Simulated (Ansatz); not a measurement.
Run this with the Ansatz DFT code, driven from Python and show what comes out.

Script `tinf.py`:
```python
'''Heat of formation of TiNF at zero temperature, after relaxing atoms and volume at fixed cell shape.'''

from collections import Counter
import warnings

import ansatz as az
import numpy as np

FUNCTIONAL = 'pbesol'
TOLERANCE = 1e-08
KSPACING = 0.3
SMEARING = 'gaussian'
SMEARING_WIDTH = 0.02

PHASES = {
    'TiNF': (
        [(3.062004, 0.0, 0.0), (0.0, 3.964387, 0.0), (0.0, 0.0, 7.870826)],
        [
            ('Ti', (0.5, 0.0, 0.895914)),
            ('Ti', (0.0, 0.5, 0.104086)),
            ('N', (0.5, 0.5, 0.939316)),
            ('N', (0.0, 0.0, 0.060684)),
            ('F', (0.0, 0.0, 0.724624)),
            ('F', (0.5, 0.5, 0.275376)),
        ],
    ),
    'Ti': (
        [(2.95, 0.0, 0.0), (-1.475, 2.554775, 0.0), (0.0, 0.0, 4.68)],
        [
            ('Ti', (1 / 3, 2 / 3, 0.25)),
            ('Ti', (2 / 3, 1 / 3, 0.75)),
        ],
    ),
    'N2': (
        [(9.0, 0.0, 0.0), (0.0, 9.5, 0.0), (0.0, 0.0, 10.0)],
        [
            ('N', (0.5, 0.5, 0.4445)),
            ('N', (0.5, 0.5, 0.5555)),
        ],
    ),
    'F2': (
        [(9.0, 0.0, 0.0), (0.0, 9.5, 0.0), (0.0, 0.0, 10.0)],
        [
            ('F', (0.5, 0.5, 0.429)),
            ('F', (0.5, 0.5, 0.571)),
        ],
    ),
}


def build(vectors, sites):
    crystal = az.Crystal(lattice=az.Lattice.of(vectors))
    for symbol, position in sites:
        crystal = crystal.atom(symbol, position)
    return crystal

GASES = {'N2', 'F2'}


def ground_state(name, crystal):
    calc = (
        crystal.calculation()
        .functional(FUNCTIONAL)
        .basis(41 * az.Ry)
        .scf(tolerance=TOLERANCE)
        .kpoints(spacing=KSPACING)
        .occupations(SMEARING, width=SMEARING_WIDTH)
        .stress()
    )
    if name in GASES:
        return calc.kpoints(1, 1, 1).relax(force_tolerance=0.02).run()
    calc = calc.relax(force_tolerance=0.02, fix_cell=['shape'])
    return calc.run()


def counts(outcome):
    return Counter(site.symbol for site in outcome.lattice.sites)

def formation_energy(outcome, mu):
    n = counts(outcome)
    return (outcome.report['energy_sigma0_ev'] - sum(k * mu[element] for element, k in n.items())) / sum(n.values())


def volume_per_atom(outcome):
    return abs(np.linalg.det(outcome.lattice.cell_ang)) / len(outcome.lattice.sites)

warnings.simplefilter('ignore', az.DeckWarning)

phases = {name: build(*cell) for name, cell in PHASES.items()}

done = {name: ground_state(name, crystal) for name, crystal in phases.items()}

# energy of one atom in its reference phase
references = {'Ti': 'Ti', 'N': 'N2', 'F': 'F2'}
mu = {element: done[name].report['energy_sigma0_ev'] / len(done[name].lattice.sites) for element, name in references.items()}

target = done['TiNF']
heat = formation_energy(target, mu)
n = counts(target)
print('cell content:', dict(n), ' volume', round(volume_per_atom(target), 3), 'A^3/atom')
print('formation energy', round(heat, 4), 'eV/atom,', round(heat * sum(n.values()), 4), 'eV per cell')
print('bound against the elements' if heat < 0 else 'unbound against the elements')
# gas references are bare DFT energies, without zero-point or fitted corrections
```

```console
$ python tinf.py
cell content: {<Element.TI: 'Ti'>: 2, <Element.N: 'N'>: 2, <Element.F: 'F'>: 2}  volume 15.393 A^3/atom
formation energy -2.2915 eV/atom, -13.7491 eV per cell
bound against the elements
```

Reading the output:
- Absolute energies stand on the zero of these potentials, so only differences at equal settings mean something.
- The run is spin-unpolarised.
- For the metals among these phases the mesh is modest: differences between phases can be off by up to 40 meV an atom.
- The program warned that this SCF threshold is loose for forces or stresses.
- Atoms and volume are relaxed with the cell's shape held, which in cells of lower than cubic symmetry can hide stresses and shift volumes.
- The cells come from databases of deposited and of computed structures, and not all need be stable phases.
- The compound is the structure given, not necessarily its lowest; energies are at zero temperature, with no correction for gases. A semilocal functional's error on such energies is often 0.05 to 0.1 eV an atom, and 0.1 to 0.3 eV against gases such as O2 or F2.
- The script silences the warnings on its input, which a real study should read.
- Run time: 39 s on 1 thread of Intel(R) Xeon(R) Platinum 8559C (Emerald Rapids) (shared host), peak memory 0.82 GiB.

(Lines on the test bed's own set-up are left out of the output.)
